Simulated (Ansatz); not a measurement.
# F2GaHS: a ladder of functionals and wavefunction methods

Aim: compute F2GaHS with functionals from several rungs and with coupled cluster. The yardstick is the atomisation energy at the CCSD(T) limit.

The runs use Ansatz 0.2.0, Gaussian basis; functionals in def2-TZVPP, the program's frozen cores in correlated methods.

Plan: LDA (SPW92), PBE-D4, revPBE-D4, BLYP-D4, r2SCAN-D4, B97M-V, PBE0-D4, B3LYP-D4, r2SCANh-D4, r2SCAN0-D4, HSE06-D4, BHLYP-D4, CAM-B3LYP-D4, LC-ωPBE, ωB97X-V, ωB97M-V, B2PLYP, PBE-QIDH; CCSD(T)/def2-SVP; CCSD(T)/def2-TZVPP; MP2/def2-QZVPP; extrapolation to the limit; RPA on PBE.

**1. The relaxed structure**

An earlier PBE0-D4 in a triple-zeta def2 set relaxation fixed the geometry.

SMILES `[F][Ga]([F])[SH]`, 5 atoms, charge 0, spin multiplicity 1.

Atoms are counted from 1 here; the program's logs count them from 0.

Bond lengths: F1–Ga2 1.736 Å, Ga2–F3 1.739 Å, Ga2–S4 2.163 Å, S4–H5 1.345 Å. Angles: F1–Ga2–F3 115.1°, F1–Ga2–S4 122.4°, F3–Ga2–S4 122.5°, Ga2–S4–H5 91.6°.

**2. LDA**

This LDA is Slater exchange with PW92 correlation.

in.yaml

```yaml
crystal:
  periodic: [false, false, false]
  atoms:
    - {symbol: F, position_ang: [-0.326357, -1.486113, 1.658571]}
    - {symbol: Ga, position_ang: [0.142667, -0.388994, 0.397727]}
    - {symbol: F, position_ang: [1.855701, -0.271180, 0.121408]}
    - {symbol: S, position_ang: [-1.298487, 0.749174, -0.745620]}
    - {symbol: H, position_ang: [-0.323625, 1.323513, -1.473585]}
basis:
  gaussian: {orbitals: def2-TZVPP}
hamiltonian: {xc: lda}
output: {orbitals: {seedname: orbitals}}
```

Further steps of the session: PBE-D4 (GGA); revPBE-D4 (GGA); BLYP-D4 (GGA); r2SCAN-D4 (meta-GGA); B97M-V (meta-GGA); PBE0-D4 (hybrid); B3LYP-D4 (hybrid); r2SCANh-D4 (hybrid); r2SCAN0-D4 (hybrid); HSE06-D4 (hybrid); BHLYP-D4 (hybrid); CAM-B3LYP-D4 (range-separated); LC-ωPBE-D4 (range-separated); ωB97X-V (range-separated); ωB97M-V (range-separated); B2PLYP (double hybrid); PBE-QIDH (double hybrid); CCSD(T) in def2-SVP; CCSD(T) in def2-TZVPP; MP2 in def2-QZVPP; RPA on PBE orbitals.

Q: Predict the results of all the runs planned. Wanted: atomisation energy, CCSD(T)/CBS; farthest beyond LDA; mean size of error, GGA; mean size of error, meta-GGA; mean size of error, hybrid; mean size of error, range-separated; mean size of error, double hybrid; gap, smallest and largest; T1 diagnostic.

**Answer**, as computed:

| quantity | value |
| --- | --- |
| atomisation energy, CCSD(T)/CBS | 1624.2 kJ/mol |
| functionals within 16.2 kJ/mol (1.0 %) | r2SCAN-D4, B97M-V, LC-ωPBE, ωB97X-V |
| farthest beyond LDA | BHLYP-D4 (-115.9 kJ/mol) |
| mean size of error, GGA | 31.3 kJ/mol |
| mean size of error, meta-GGA | 3.0 kJ/mol |
| mean size of error, hybrid | 51.4 kJ/mol |
| mean size of error, range-separated | 12.7 kJ/mol |
| mean size of error, double hybrid | 29.4 kJ/mol |
| gap, smallest and largest | 4.56 eV (LDA (SPW92)), 12.01 eV (LC-ωPBE) |
| T1 diagnostic | 0.0140 |
| triples share of the correlation energy | 3.5 % |

In words: LDA overbinds by 268.6 kJ/mol (17 %). PBE-D4 is off by +17.5 kJ/mol. Double hybrids carry the basis error of their MP2 part in triple zeta, and no dispersion term here, so their miss is partly the set-up's. The rungs meta-GGA, range-separated miss on average by less than the doubt on the reference (16.2 kJ/mol), so they tie; hybrid functionals have the largest mean beyond LDA (51.4 kJ/mol), BHLYP with half exact exchange included. The reference freezes the cores and leaves out relativity and excitations past (T), and its outer-core shells are covered unevenly, so misses under about 16.2 kJ/mol can't be ranked. Hartree-Fock recovers 69 % of the binding; the rest is correlation. CCSD(T) in def2-SVP is off by -116.4 kJ/mol, which most functionals beat. The gap grows from 4.6 to 12.0 eV across the functionals, mostly with the share of exact exchange. Correlated methods include outer-core shells of Ga, which these sets cover unevenly.
